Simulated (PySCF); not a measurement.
# C6H6O3+ (doublet): open-shell or spin-flip excitations

Wanted: open-shell or spin-flip excitations for C6H6O3+ (doublet) (`O=C(O)C1=CCCC1=O`).

Programs: PySCF 2.14.0, with routines of our own; each step states its level. All values are computed. Atoms count from 0.

## 1. The starting structure

15 atoms, charge 1, multiplicity 2; geometry from: GFN2-xTB.

## 2. Open-shell or spin-flip excitations: unrestricted TDDFT BHandHLYP/def2-SVP

The job: settings as JSON, then the geometry in Å.

```
{"job": {"kind": "uabs", "xc": "BHandHLYP", "basis": "def2-SVP", "nstates": 10, "tda": false}, "charge": 1, "multiplicity": 2}
O      2.220871    -1.708557    -0.230393
C      2.005232    -0.544773    -0.021660
O      2.870123     0.406760     0.190676
C      0.591541    -0.045711     0.014254
C      0.000061     1.142562     0.210974
C     -1.465657     1.019765     0.129534
C     -1.731377    -0.466975    -0.158649
C     -0.375055    -1.132477    -0.227547
O     -0.062152    -2.262668    -0.425687
H      3.796056     0.096904     0.169878
H      0.510869     2.073721     0.404118
H     -1.865979     1.675050    -0.650307
H     -1.933728     1.355595     1.060157
H     -2.246986    -0.639462    -1.107417
H     -2.318233    -0.961743     0.620157
```

With the program's defaults for keys left out, this is: unrestricted TDDFT BHandHLYP/def2-SVP, vertical, gas phase, core orbitals frozen in the response.

Launch:

```
> OMP_NUM_THREADS=1 python excited_run.py task.json out
```

The driver reads the jobs from task.json and runs them one after another.

Log:

```text
coarse grid: 13496 points
cycle   1  E = -456.6066956102  dE =  2.520e+00  |g| = 8.176e-01  |ddm| = 3.101e+00
cycle   2  E = -456.0687818332  dE =  5.379e-01  |g| = 1.462e+00  |ddm| = 2.352e+00
cycle   3  E = -456.9092790940  dE = -8.405e-01  |g| = 1.576e-01  |ddm| = 1.691e+00
cycle   4  E = -456.9181595755  dE = -8.880e-03  |g| = 1.080e-01  |ddm| = 2.281e-01
cycle   5  E = -456.9241544475  dE = -5.995e-03  |g| = 3.597e-02  |ddm| = 1.258e-01
cycle   6  E = -456.9251694367  dE = -1.015e-03  |g| = 1.676e-02  |ddm| = 5.299e-02
cycle   7  E = -456.9258050559  dE = -6.356e-04  |g| = 1.191e-02  |ddm| = 5.430e-02
cycle   8  E = -456.9259721612  dE = -1.671e-04  |g| = 4.873e-03  |ddm| = 2.782e-02
cycle   9  E = -456.9260220738  dE = -4.991e-05  |g| = 3.719e-03  |ddm| = 1.661e-02
cycle  10  E = -456.9260480699  dE = -2.600e-05  |g| = 2.293e-03  |ddm| = 1.287e-02
cycle  11  E = -456.9260613534  dE = -1.328e-05  |g| = 1.316e-03  |ddm| = 1.113e-02
cycle  12  E = -456.9260667578  dE = -5.404e-06  |g| = 5.167e-04  |ddm| = 9.043e-03
final grid: 133104 points
cycle  13  E = -456.9913293195  dE = -2.112e-05  |g| = 1.599e-03  |ddm| = 1.735e-02
cycle  14  E = -456.9913296416  dE = -3.221e-07  |g| = 1.771e-03  |ddm| = 3.450e-03
cycle  15  E = -456.9913310834  dE = -1.442e-06  |g| = 3.846e-04  |ddm| = 1.928e-03
cycle  16  E = -456.9913312452  dE = -1.618e-07  |g| = 2.581e-04  |ddm| = 7.203e-04
cycle  17  E = -456.9913313693  dE = -1.241e-07  |g| = 1.406e-04  |ddm| = 7.568e-04
cycle  18  E = -456.9913314523  dE = -8.301e-08  |g| = 9.777e-05  |ddm| = 8.069e-04
cycle  19  E = -456.9913314940  dE = -4.167e-08  |g| = 6.276e-05  |ddm| = 7.729e-04
cycle  20  E = -456.9913315012  dE = -7.224e-09  |g| = 1.635e-05  |ddm| = 3.647e-04
cycle  21  E = -456.9913315016  dE = -4.389e-10  |g| = 9.021e-06  |ddm| = 6.517e-05
converged SCF energy = -456.9913315016

Static polarisability (au): isotropic 76.209, principal 36.972 77.793 113.863

<S^2> of the reference = 0.7638 (exact 0.7500)

Excitations
state   eV       nm        f      <S^2>   main configurations
  1   1.8605    666.4   0.00001   0.777   H-1b->Lb 0.83, H-8b->Lb 0.10
  2   2.1453    577.9   0.08651   0.780   Hb->Lb 0.96
  3   3.2046    386.9   0.00000   0.784   H-2b->Lb 0.79, H-8b->Lb 0.09
  4   3.4503    359.3   0.00050   2.754   H-1b->L+1b 0.47, Ha->La 0.42
  5   4.5540    272.3   0.00001   0.788   H-3b->Lb 0.37, H-8b->Lb 0.26, H-2b->Lb 0.16, H-12b->Lb 0.08
  6   4.9178    252.1   0.00006   2.111   Hb->L+1b 0.78, Hb->L+2b 0.12
  7   5.0320    246.4   0.00103   0.787   H-4b->Lb 0.73
  8   5.3590    231.4   0.00007   1.091   H-1a->La 0.70, H-3a->La 0.11
  9   5.4230    228.6   0.00015   2.731   H-2b->L+2b 0.19, H-2a->L+1a 0.19, H-2b->L+1b 0.17, H-2a->La 0.11
 10   5.5609    223.0   0.00361   0.797   H-6b->Lb 0.26, H-10b->Lb 0.19, H-5b->Lb 0.10, H-14b->Lb 0.09
```

Run time: 73 s. Hardware: 1 thread of Arm Neoverse V2, shared host; peak memory 0.62 GiB.

In short:

| quantity | value |
| --- | --- |
| ⟨S²⟩ | 0.764 |

Löwdin spin populations:

O0 0.16; C1 -0.01; O2 0.01; C3 0.11; C4 -0.03; C5 0.01; C6 0.09; C7 -0.03; O8 0.70; H9 0.00; H10 0.01; H11 0.00; H12 0.00; H13 0.00; H14 0.00

Orbitals, density, ELF and potential are computed afterwards from the orbital file.

ELF in a plane through or near 11 of the atoms.

Ten even steps from ' ' (0.00) to '@' (1.00):
```
                                                        
                                                        
                                                        
                      ..%%%%**                          
                      ++@@@@@@--                        
              ::--..  ==@@@@@@++                        
            ..**##++  ..@@@@@@**::----..                
        ++##**##%%##    ++::++##++::##++..              
      --%%@@@@..::**  ::####::%%..##====..              
      ..##@@%%**%%++**%%----==..##%%##::                
        ::--..::==@@--@@..====..##****::                
            ..++##%%==--**@@--%%==**--++..              
          ::**%%==****  ----%%++##--**++..              
          ::**%%##%%##..**##%%==::::--..                
            --**####::::##**##==                        
              ......  --@@@@%%++                        
                      ..**##**--                        
                          ....                          
                                                        
                                                        
```
The map spans 12.7 Å across and 9.8 Å up, centred on the molecule. Atoms in the plane (x, y in Å): O0 (-2.4, -1.4), C1 (-2.1, -0.3), O2 (-2.8, 0.8), C3 (-0.6, 0.0), C4 (0.1, 1.2), C5 (1.6, 0.8), C6 (1.7, -0.7), C7 (0.2, -1.2), O8 (-0.2, -2.3), H9 (-3.8, 0.6), H10 (-0.2, 2.2).

On the surface of density 0.002 e/bohr³ the electrostatic potential runs, from the 1st to the 99th percentile, from 2.04 V near O0 to 6.27 V near H9.

The spin density lies nearest to O8 55 %; O0 14 %; C3, C6 about 8 % each; C7 7 % (beta excess).

## 3. Open-shell or spin-flip excitations: unrestricted TDDFT X3LYP/cc-pVDZ in acetonitrile

Settings changed since step 2:

```diff
@@ -1,2 +1,2 @@
-{"job": {"kind": "uabs", "xc": "BHandHLYP", "basis": "def2-SVP", "nstates": 10, "tda": false}, "charge": 1, "multiplicity": 2}
+{"job": {"kind": "uabs", "xc": "X3LYP", "basis": "cc-pVDZ", "nstates": 25, "tda": false, "solvent": "acetonitrile", "scf": {"conv": 1e-11, "guess": "atom", "fallback": true}}, "charge": 1, "multiplicity": 2}
 O      2.220871    -1.708557    -0.230393
```

Level: unrestricted TDDFT X3LYP/cc-pVDZ, vertical, IEF-PCM acetonitrile (non-equilibrium linear response), core orbitals frozen in the response.

Log:

```text
final grid: 133104 points
cycle   1  E = -457.2853544465  dE =  3.048e+00  |g| = 7.515e-01  |ddm| = 6.499e+00
cycle   2  E = -457.1402687597  dE =  1.451e-01  |g| = 9.754e-01  |ddm| = 2.849e+00
cycle   3  E = -457.4946450794  dE = -3.544e-01  |g| = 2.792e-01  |ddm| = 1.550e+00
cycle   4  E = -457.5254490409  dE = -3.080e-02  |g| = 7.372e-02  |ddm| = 4.537e-01
cycle   5  E = -457.5272794822  dE = -1.830e-03  |g| = 3.833e-02  |ddm| = 1.419e-01
cycle   6  E = -457.5278594595  dE = -5.800e-04  |g| = 1.219e-02  |ddm| = 5.710e-02
cycle   7  E = -457.5279284995  dE = -6.904e-05  |g| = 6.912e-03  |ddm| = 2.356e-02
cycle   8  E = -457.5279502049  dE = -2.171e-05  |g| = 3.233e-03  |ddm| = 1.178e-02
cycle   9  E = -457.5279576933  dE = -7.488e-06  |g| = 1.937e-03  |ddm| = 8.690e-03
cycle  10  E = -457.5279601128  dE = -2.420e-06  |g| = 8.089e-04  |ddm| = 4.511e-03
cycle  11  E = -457.5279605710  dE = -4.582e-07  |g| = 4.623e-04  |ddm| = 2.285e-03
cycle  12  E = -457.5279607453  dE = -1.743e-07  |g| = 1.682e-04  |ddm| = 1.427e-03
cycle  13  E = -457.5279607702  dE = -2.493e-08  |g| = 8.638e-05  |ddm| = 8.029e-04
cycle  14  E = -457.5279607744  dE = -4.228e-09  |g| = 3.271e-05  |ddm| = 1.988e-04
cycle  15  E = -457.5279607752  dE = -7.494e-10  |g| = 1.878e-05  |ddm| = 9.663e-05
cycle  16  E = -457.5279607755  dE = -3.520e-10  |g| = 6.781e-06  |ddm| = 6.281e-05
cycle  17  E = -457.5279607756  dE = -3.160e-11  |g| = 3.994e-06  |ddm| = 1.605e-05
cycle  18  E = -457.5279607756  dE = -1.751e-11  |g| = 2.037e-06  |ddm| = 1.185e-05
cycle  19  E = -457.5279607756  dE = -1.023e-12  |g| = 1.185e-06  |ddm| = 4.889e-06
converged SCF energy = -457.5279607756

Static polarisability (au): isotropic 111.212, principal 46.123 108.813 178.699

<S^2> of the reference = 0.7566 (exact 0.7500)

Excitations
state   eV       nm        f      <S^2>   main configurations
  1   1.3972    887.4   0.00000   0.762   Hb->Lb 0.98
  2   2.0357    609.0   0.09451   0.760   H-1b->Lb 0.97
  3   2.5186    492.3   0.00000   0.764   H-2b->Lb 0.97
  4   3.5783    346.5   0.00009   0.764   H-3b->Lb 0.89
  5   3.6758    337.3   0.00023   2.746   Hb->L+1b 0.49, Ha->La 0.46
  6   3.8939    318.4   0.00062   0.770   H-4b->Lb 0.94
  7   4.2736    290.1   0.00342   0.765   H-5b->Lb 0.92
  8   4.6513    266.6   0.00000   1.005   H-1a->La 0.42, H-1b->L+1b 0.22, H-7b->Lb 0.22
  9   4.7248    262.4   0.00018   1.805   H-1b->L+1b 0.73, H-1a->La 0.16
 10   4.8364    256.4   0.00026   0.814   H-7b->Lb 0.52, H-1a->La 0.35
 11   4.9510    250.4   0.00202   0.763   H-6b->Lb 0.82
 12   5.3547    231.5   0.02127   0.766   H-8b->Lb 0.58, Ha->La 0.15, Hb->L+1b 0.13
 13   5.5432    223.7   0.00001   2.741   H-2b->L+1b 0.31, H-2a->La 0.22, H-2a->L+1a 0.13, H-2b->L+2b 0.12
 14   5.6297    220.2   0.00041   1.240   H-1a->L+1a 0.44, H-3a->La 0.42
 15   5.8506    211.9   0.00992   2.654   Ha->L+1a 0.32, Hb->L+2b 0.30
 16   5.8816    210.8   0.00000   1.899   H-1b->L+2b 0.87
 17   5.9098    209.8   0.00659   0.822   H-10b->Lb 0.72, H-6b->Lb 0.08
 18   5.9777    207.4   0.35325   0.803   Ha->La 0.31, H-8b->Lb 0.30, Hb->L+1b 0.27
 19   6.1944    200.2   0.00115   1.025   H-9b->Lb 0.50, H-3a->La 0.24, H-1a->L+1a 0.19
 20   6.2430    198.6   0.00002   0.993   H-9b->Lb 0.46, H-1a->L+1a 0.32, H-3a->La 0.19
 21   6.3302    195.9   0.00915   0.862   H-2b->L+1b 0.46, H-2a->La 0.44
 22   6.3961    193.8   0.00155   2.650   H-3b->L+1b 0.35, H-4a->La 0.34, H-2a->La 0.09, Ha->L+1a 0.08
 23   6.5573    189.1   0.00000   2.739   H-5a->La 0.41, H-4b->L+1b 0.38, H-5b->L+1b 0.10
 24   6.7740    183.0   0.01525   2.386   H-2a->L+1a 0.22, H-2b->L+2b 0.21, H-2a->La 0.13, H-2b->L+1b 0.10
 25   6.7849    182.7   0.08856   1.124   H-12b->Lb 0.35, Ha->L+1a 0.22, Hb->L+2b 0.18
```

Run time: 1.7 min. Hardware: 1 thread of Arm Neoverse V2, shared host; peak memory 0.72 GiB.

In short:

| quantity | value |
| --- | --- |
| ⟨S²⟩ | 0.757 |

## 4. What came out

```
                                                                                                        quantity                        value
           lowest and brightest state of nearly pure spin, of 10 (step 2, unrestricted TDDFT BHandHLYP/def2-SVP)  1.86 eV; 2.15 eV, f = 0.087
lowest and brightest state of nearly pure spin, of 25 (step 3, unrestricted TDDFT X3LYP/cc-pVDZ in acetonitrile)  1.40 eV; 5.98 eV, f = 0.353
```

**Reading.** States whose ⟨S²⟩ lies well above the reference's are mixtures of spin states, an artefact of the unrestricted response, and are left out of the summary. The lowest state of nearly pure spin runs from 1.40 to 1.86 eV over the runs.
